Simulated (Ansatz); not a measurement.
# Mo2C (Pbcn) in Ansatz: reference runs

How does Mo2C come out in PBEsol? The cell is run as given.

Program: Ansatz 0.2.0. These are calculated values, not measurements. Logs are shortened: lines on timing, memory, paths and dates and some standing lists are left out, and cuts for length are marked.

**1. The crystal as given**

The structure is orthorhombic, space group Pbcn (No. 60). The conventional cell has a = 4.735 Å, b = 6.025 Å, c = 5.210 Å, α = 90.00°, β = 90.00°, γ = 90.00°. Mo (site symmetry 1) is surrounded by 3 C at 2.09 to 2.12 Å. Around C (site symmetry 2) lie 6 Mo at 2.09 to 2.12 Å.

**2. Single point, PBEsol**

File input.yaml:

```yaml
crystal:
  lattice:
    - [4.735, 0.0, 0.0]
    - [0.0, 6.025, 0.0]
    - [0.0, 0.0, 5.21]
  atoms:
    - { symbol: Mo, position: [0.245, 0.875, 0.583] }
    - { symbol: Mo, position: [0.255, 0.625, 0.083] }
    - { symbol: Mo, position: [0.745, 0.625, 0.417] }
    - { symbol: Mo, position: [0.755, 0.875, 0.917] }
    - { symbol: Mo, position: [0.755, 0.125, 0.417] }
    - { symbol: Mo, position: [0.745, 0.375, 0.917] }
    - { symbol: Mo, position: [0.255, 0.375, 0.583] }
    - { symbol: Mo, position: [0.245, 0.125, 0.083] }
    - { symbol: C, position: [0.5, 0.875, 0.25] }
    - { symbol: C, position: [0.0, 0.625, 0.75] }
    - { symbol: C, position: [0.5, 0.125, 0.75] }
    - { symbol: C, position: [0.0, 0.375, 0.25] }
kpoints:
  mp_grid: { grid: [6, 5, 5] }
scf:
  occupations: { method: fermi_dirac, width: 0.05 }
hamiltonian:
  xc: pbesol
  pseudopotentials: { kind: all_electron, lapw: { basis_error: 0.001 } }
output:
  forces: true
  stress: true
  eigenvalues: true
  populations: true
```

Potentials or basis: all-electron LAPW, scalar-relativistic.

Run with:

```bash
ansatz run input.yaml --threads 8 --pin off --max-ram 24576MiB --backend cpu --events-out ev --progress --plain --runs-dir out
```

Output:

```text
Warning: RAYON_NUM_THREADS=8 ignored (pool sized by the plan → 8); use --threads N
Mo: projections on atomic orbitals take those of the free atom 1s2 2s2 2p6 3s2 3p6 3d10 4s2 4p6 4d5 5s1, of charge +0.00 (hamiltonian.pseudopotentials.projection_atoms)
C: projections on atomic orbitals take those of the free atom 1s2 2s2 2p2, of charge +0.00 (hamiltonian.pseudopotentials.projection_atoms)
LAPW: plane waves up to 9.370 Å⁻¹, error target 1.0e-3 eV per atom; small_component_spin mean_spin; C in spheres of 0.905 Å, 6 of its electrons in bands, Dirac shells []; Mo in spheres of 1.185 Å, 32 of its electrons in bands, Dirac shells [] (how accurate: hamiltonian.pseudopotentials.lapw.basis_error, Limitations)
Engine: ansatz 0.2.0, x86_64-unknown-linux-gnu
Pseudopotentials: kind: all_electron
Pseudopotential: Mo, LAPW, valence charge 32, lapw/all_electron/scalar/gaussian/Mo, Koelling and Harmon's equation, gaussian nucleus
Pseudopotential: C, LAPW, valence charge 6, lapw/all_electron/scalar/gaussian/C, Koelling and Harmon's equation, gaussian nucleus
Functional definition: PBEsol
  exchange = pbesol_x
  correlation = pbesol_c
Crystal: 12 atoms, lattice volume = 148.633 Å³
[... 64 lines left out ...]
  k-point 2: bands = ["-451.0548", "-451.0548", "-451.0548", "-451.0548", "-451.0548", "-451.0548", "-451.0548", "-451.0548", "-354.0390", "-354.0390", "-354.0390", "-354.0390", "-354.0390", "-354.0390", "-354.0390", "-354.0390", "-354.0315", "-354.0315", "-354.0315", "-354.0315", "-354.0315", "-354.0315", "-354.0315", "-354.0315", "-353.9954", "-353.9954", "-353.9954", "-353.9954", "-353.9954", "-353.9954", "-353.9954", "-353.9954", "-242.9220", "-242.9220", "-242.9220", "-242.9220", "-196.2074", "-196.2074", "-196.2074", "-196.2074", "-196.2074", "-196.2074", "-196.2074", "-196.2074", "-196.2038", "-196.2038", "-196.2038", "-196.2038", "-196.2037", "-196.2037", "-196.2037", "-196.2037", "-196.1814", "-196.1814", "-196.1814", "-196.1814", "-196.1814", "-196.1814", "-196.1814", "-196.1814", "-196.1749", "-196.1749", "-196.1749", "-196.1749", "-196.1749", "-196.1749", "-196.1749", "-196.1749", "-196.1651", "-196.1651", "-196.1651", "-196.1651", "-196.1651", "-196.1651", "-196.1651", "-196.1651", "-39.5094", "-39.4717", "-39.4218", "-39.4217", "-39.3817", "-39.3725", "-39.3709", "-39.3708", "-14.2040", "-14.1205", "-13.9011", "-13.8741", "-13.8542", "-13.8258", "-13.8256", "-13.8252", "-13.6986", "-13.6583", "-13.5978", "-13.5452", "-13.5294", "-13.5212", "-13.4865", "-13.4511", "-13.3793", "-13.3684", "-13.3623", "-13.3173", "-13.1832", "-13.1692", "-13.1615", "-13.1340", "9.0562", "9.5789", "10.3815", "10.6341", "14.7445", "14.7611", "14.8136", "15.0503", "15.7222", "16.2071", "17.0463", "17.1268", "17.1318", "17.1898", "17.4912", "17.6073", "17.6280", "17.7492", "18.1168", "18.3639", "18.4802", "19.0063", "19.4308", "19.5044", "19.6146", "19.6912", "20.1352", "20.4427", "21.0897", "21.4089", "21.6312", "21.7774", "22.2292", "22.2891", "22.4422", "22.6441", "23.2007", "23.6251", "23.8622", "23.8854", "23.9803", "24.1713", "24.1803", "24.3344", "24.8392", "25.0290", "25.3315", "25.3749", "25.4303", "25.4567", "26.2820", "26.4062", "26.9613", "27.1887", "27.3961", "27.4465", "27.6590", "28.3342", "28.3620", "28.8142"]
  k-point 35: bands = ["-451.0548", "-451.0548", "-451.0548", "-451.0548", "-451.0548", "-451.0548", "-451.0548", "-451.0548", "-354.0390", "-354.0390", "-354.0390", "-354.0390", "-354.0390", "-354.0390", "-354.0390", "-354.0390", "-354.0315", "-354.0315", "-354.0315", "-354.0315", "-354.0315", "-354.0315", "-354.0315", "-354.0315", "-353.9954", "-353.9954", "-353.9954", "-353.9954", "-353.9954", "-353.9954", "-353.9954", "-353.9954", "-242.9220", "-242.9220", "-242.9220", "-242.9220", "-196.2074", "-196.2074", "-196.2074", "-196.2074", "-196.2074", "-196.2074", "-196.2074", "-196.2074", "-196.2038", "-196.2038", "-196.2038", "-196.2038", "-196.2037", "-196.2037", "-196.2037", "-196.2037", "-196.1814", "-196.1814", "-196.1814", "-196.1814", "-196.1814", "-196.1814", "-196.1814", "-196.1814", "-196.1749", "-196.1749", "-196.1749", "-196.1749", "-196.1749", "-196.1749", "-196.1749", "-196.1749", "-196.1651", "-196.1651", "-196.1651", "-196.1651", "-196.1651", "-196.1651", "-196.1651", "-196.1651", "-39.4319", "-39.4319", "-39.4170", "-39.4170", "-39.4107", "-39.4107", "-39.4013", "-39.4013", "-14.0797", "-14.0797", "-14.0340", "-14.0340", "-13.8304", "-13.8304", "-13.7805", "-13.7805", "-13.6078", "-13.6078", "-13.5720", "-13.5720", "-13.4680", "-13.4680", "-13.4553", "-13.4553", "-13.3787", "-13.3787", "-13.3749", "-13.3749", "-13.2229", "-13.2229", "-13.2009", "-13.2009", "9.8216", "9.8216", "9.9411", "9.9411", "15.2321", "15.2321", "15.7337", "15.7337", "16.1067", "16.1067", "16.4198", "16.4198", "17.0586", "17.0586", "17.4229", "17.4229", "18.5761", "18.5761", "18.6381", "18.6381", "18.8498", "18.8498", "19.0899", "19.0899", "19.9370", "19.9370", "20.2239", "20.2239", "20.6906", "20.6906", "20.8408", "20.8408", "21.3776", "21.3776", "21.7982", "21.7982", "23.1761", "23.1761", "23.3417", "23.3417", "23.8275", "23.8275", "23.9484", "23.9484", "24.0326", "24.0326", "24.3192", "24.3192", "26.5514", "26.5514", "26.7712", "26.7712", "27.8068", "27.8068", "27.9741", "27.9741", "29.1977", "29.1977", "29.5864", "29.5864"]
--- Löwdin populations: 12 sites ---
  site symbol       q [e]
     0     Mo     41.6383
     1     Mo     41.6383
     2     Mo     41.6383
     3     Mo     41.6383
     4     Mo     41.6383
     5     Mo     41.6383
     6     Mo     41.6383
     7     Mo     41.6383
     8      C      6.5838
     9      C      6.5838
    10      C      6.5838
    11      C      6.5838
  spilling = 0.001551 (of n_electrons = 360.000000)
```

Run time: 31 s. Hardware: 8 threads of Intel Xeon 6975P-C (Granite Rapids), shared host; peak memory 2.8 GiB.

What came out:

```yaml
Free_energy: -885087.2596 eV
Pressure: -4.8 GPa
Largest_force: 0.561 eV/Å
Band_gap_on_the_k_mesh: none (metal or under the smearing width)
Loewdin_charges: Mo +0.36; C -0.58 e
```

Forces in eV/Å, atoms in the order of the input:
```
Mo   0.343  0.409 -0.170
Mo  -0.343 -0.409 -0.170
Mo   0.343 -0.409  0.170
Mo  -0.343  0.409  0.170
Mo  -0.343 -0.409  0.170
Mo   0.343  0.409  0.170
Mo  -0.343  0.409 -0.170
Mo   0.343 -0.409 -0.170
C    0.000  0.447  0.000
C    0.000 -0.447  0.000
C    0.000 -0.447  0.000
C    0.000  0.447  0.000
```

Levels at points of the mesh, in eV from the Fermi level:
```csv
k point,band 137,band 138,band 139,band 140,band 141,band 142,band 143,band 144
"(0.00, 0.00, 0.00)",-1.11,-1.10,-0.80,-0.69,-0.68,0.46,0.75,0.98
"(-0.50, 0.00, 0.00)",-1.03,-1.03,-0.83,-0.83,0.90,0.90,0.98,0.98
```
